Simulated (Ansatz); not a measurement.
# ZrFe5Co14: the cost of one run

Program: Ansatz 0.2.0. Level of theory: DFT PBE, scalar-relativistic, plane waves, PAW. These are calculated values, not measurements.

## Step 1: The structure to begin with

The cell holds 20 atoms (Co14Fe5Zr): a = 6.049 Å, b = 6.486 Å, c = 6.075 Å, α = 90.43°, β = 94.19°, γ = 91.07°.

It is the last frame of an earlier stage of the same melt, run at 1880 K.

Its coordinates follow in the input file.

## Step 2: Langevin stage at 1040 K

One k point, a Fermi-Dirac width of 0.090 eV and a fixed cell.

Contents of input.yaml:

```yaml
crystal:
  lattice:
    - [6.044988, -0.058759, -0.221645]
    - [-0.058759, 6.48541, -0.024563]
    - [-0.221645, -0.024563, 6.070872]
  atoms:
    - { symbol: Co, position: [0.7219498698, 0.0880037633, 0.1662791695] }
    - { symbol: Co, position: [0.8965608705, 0.5441980606, 0.7428753967] }
    - { symbol: Co, position: [0.8630129913, 0.853709726, 0.4435114985] }
    - { symbol: Co, position: [0.3763705506, 0.2750587762, 0.2312847109] }
    - { symbol: Co, position: [0.7131302516, 0.4232635798, 0.3655854087] }
    - { symbol: Co, position: [0.5443321258, 0.45615674, 0.9523925005] }
    - { symbol: Co, position: [0.1883704373, 0.7838554823, 0.5971542673] }
    - { symbol: Co, position: [0.5079057236, 0.7409539331, 0.2951380964] }
    - { symbol: Co, position: [0.5734991027, 0.7703189735, 0.6832361011] }
    - { symbol: Co, position: [0.8462599159, 0.7051934635, 0.0860029405] }
    - { symbol: Co, position: [0.692009443, 0.1445242627, 0.7761401893] }
    - { symbol: Co, position: [0.942443531, 0.9105055406, 0.8778493409] }
    - { symbol: Co, position: [0.5359563406, 0.0530281067, 0.4658222842] }
    - { symbol: Co, position: [0.4001975315, 0.3951563254, 0.6387908983] }
    - { symbol: Fe, position: [0.2035035877, 0.9309911548, 0.2571773417] }
    - { symbol: Fe, position: [0.3545624606, 0.0701273301, 0.9022806269] }
    - { symbol: Fe, position: [0.2634456763, 0.6458107316, 0.9665868581] }
    - { symbol: Fe, position: [0.9768944032, 0.3061169589, 0.0563445558] }
    - { symbol: Fe, position: [0.1673859656, 0.523351066, 0.3074529949] }
    - { symbol: Zr, position: [0.1056733301, 0.1890519734, 0.5638043797] }
  symmetry: { detect: false }
basis:
  ecutwfc: 420
  xc_grid: 1
kpoints:
  mp_grid: { grid: [1, 1, 1], shift: [0.25, 0.25, 0.25] }
hamiltonian:
  xc: pbe
scf:
  occupations: { method: fermi_dirac, width: 0.0896 }
  lower_state_search: "off"
  convergence: { dr2_threshold: 1.0e-05 }
output:
  forces: true
  stress: true
md:
  timestep: 3.0
  n_steps: 85
  ensemble: nvt_langevin
  friction: 0.03
  temperature: 1040.0
  initial_velocities: maxwell_boltzmann
  seed: 88873
```

Command:

```console
> ansatz run input.yaml --threads 2 --pin off --max-ram 5120MiB --backend cpu --events-out ev --progress --plain --runs-dir out
```

**Question.** How long does this run take on 2 threads of Arm Neoverse V1, shared host, and how much memory does it need?

About 5.8 min, with a peak of 0.61 GiB.
